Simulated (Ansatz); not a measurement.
# CH₆FOSbSi: a ladder of functionals and wavefunction methods

The task here is to estimate one member of a computed series from the others.

Method: functionals in def2-TZVPP, the program's frozen cores in correlated methods; program: Ansatz 0.2.0, Gaussian basis.

Plan: LDA (SPW92), PBE-D4, revPBE-D4, BLYP-D4, r2SCAN-D4, B97M-V, PBE0-D4, B3LYP-D4, r2SCANh-D4, r2SCAN0-D4, HSE06-D4, BHLYP-D4, CAM-B3LYP-D4, LC-ωPBE, ωB97X-V, ωB97M-V, B2PLYP, PBE-QIDH; CCSD(T)/def2-SVP; CCSD(T)/def2-TZVPP; MP2/def2-QZVPP; extrapolation to the limit; RPA on PBE.

**Structure used throughout**

All runs share one geometry, relaxed beforehand with PBE0-D4 in a triple-zeta def2 set. Sb takes the def2 core potential; no spin-orbit term is included.

11 atoms, charge 0, spin multiplicity 1.

Atoms are counted from 1 here; the program's logs count them from 0.

Bond lengths: C1–O2 1.411 Å, C1–H6 1.098 Å, C1–H7 1.095 Å, C1–H8 1.093 Å, O2–Sb3 1.952 Å, Sb3–F4 1.929 Å, Sb3–Si5 2.601 Å, Si5–H9 1.483 Å, Si5–H10 1.488 Å, Si5–H11 1.487 Å. Angles: O2–C1–H6 112.7°, O2–C1–H7 111.0°, O2–C1–H8 108.1°, H6–C1–H7 108.4°, H6–C1–H8 108.0°, H7–C1–H8 108.5°, C1–O2–Sb3 119.7°, O2–Sb3–F4 97.3°, O2–Sb3–Si5 88.9°, F4–Sb3–Si5 92.8°, Sb3–Si5–H9 108.6°, Sb3–Si5–H10 109.1°, Sb3–Si5–H11 109.4°, H9–Si5–H10 110.5°, H9–Si5–H11 110.4°, H10–Si5–H11 108.8°.

Set-up of the first run:

Input file in.yaml:

```yaml
crystal:
  periodic: [false, false, false]
  atoms:
    - {symbol: C, position_ang: [-0.530202, 1.655879, -1.476747]}
    - {symbol: O, position_ang: [-0.198830, 0.844017, -0.370683]}
    - {symbol: Sb, position_ang: [0.907610, -0.742557, -0.631251]}
    - {symbol: F, position_ang: [-0.505795, -1.941419, -1.165996]}
    - {symbol: Si, position_ang: [0.605144, -1.306018, 1.889599]}
    - {symbol: H, position_ang: [0.296963, 1.754393, -2.192522]}
    - {symbol: H, position_ang: [-1.401071, 1.258655, -2.008617]}
    - {symbol: H, position_ang: [-0.775935, 2.653344, -1.103899]}
    - {symbol: H, position_ang: [-0.835483, -1.204528, 2.227762]}
    - {symbol: H, position_ang: [1.400024, -0.346008, 2.701563]}
    - {symbol: H, position_ang: [1.103074, -2.682858, 2.151489]}
basis:
  gaussian: {orbitals: def2-TZVPP}
hamiltonian: {xc: lda}
output: {orbitals: {seedname: orbitals}}
```

Run with:

```
ansatz run in.yaml --threads 4 --pin off --events-out ev --progress --plain --max-ram 11315MiB
```

Among the steps run: LDA; PBE-D4 (GGA); revPBE-D4 (GGA); BLYP-D4 (GGA); r2SCAN-D4 (meta-GGA); B97M-V (meta-GGA); B3LYP-D4 (hybrid); r2SCANh-D4 (hybrid); r2SCAN0-D4 (hybrid); HSE06-D4 (hybrid); BHLYP-D4 (hybrid); CAM-B3LYP-D4 (range-separated); LC-ωPBE (range-separated); ωB97X-V (range-separated); ωB97M-V (range-separated); B2PLYP (double hybrid); PBE-QIDH (double hybrid).

One of the session's tables, all rows but one given; the rest of the session is left out.

It belongs to the step «Frontier levels by functional». 

| functional | HOMO (eV) | LUMO (eV) | gap (eV) |
| --- | --- | --- | --- |
| LDA (SPW92) | -6.13 | -2.38 | 3.75 |
| PBE-D4 | -5.97 | -2.14 | 3.83 |
| revPBE-D4 | -5.91 | -2.04 | 3.87 |
| BLYP-D4 | -5.84 | -2.03 | 3.80 |
| r2SCAN-D4 | ? | ? | ? |
| B97M-V | -6.28 | -2.04 | 4.23 |
| PBE0-D4 | -7.06 | -1.37 | 5.69 |
| B3LYP-D4 | -6.87 | -1.59 | 5.28 |
| r2SCANh-D4 | -6.62 | -1.68 | 4.94 |
| r2SCAN0-D4 | -7.22 | -1.26 | 5.96 |
| HSE06-D4 | -6.67 | -1.74 | 4.93 |
| BHLYP-D4 | -8.01 | -0.55 | 7.45 |
| CAM-B3LYP-D4 | -8.27 | -0.38 | 7.88 |
| LC-ωPBE | -9.47 | 0.75 | 10.23 |
| ωB97X-V | -9.19 | 0.63 | 9.81 |
| ωB97M-V | -9.05 | 0.42 | 9.47 |

Estimate the missing values for r2SCAN-D4.

Worked estimate for «HOMO (eV)». Against the share of exact exchange, r2SCANh-D4 (0.1, -6.62), r2SCAN0-D4 (0.25, -7.22) give a slope of -4.00 per unit share; at 0 the line stands at -6.22.

The run gave: HOMO (eV): -6.22; LUMO (eV): -1.96; gap (eV): 4.26. In «HOMO (eV)» the line misses by 0.00.
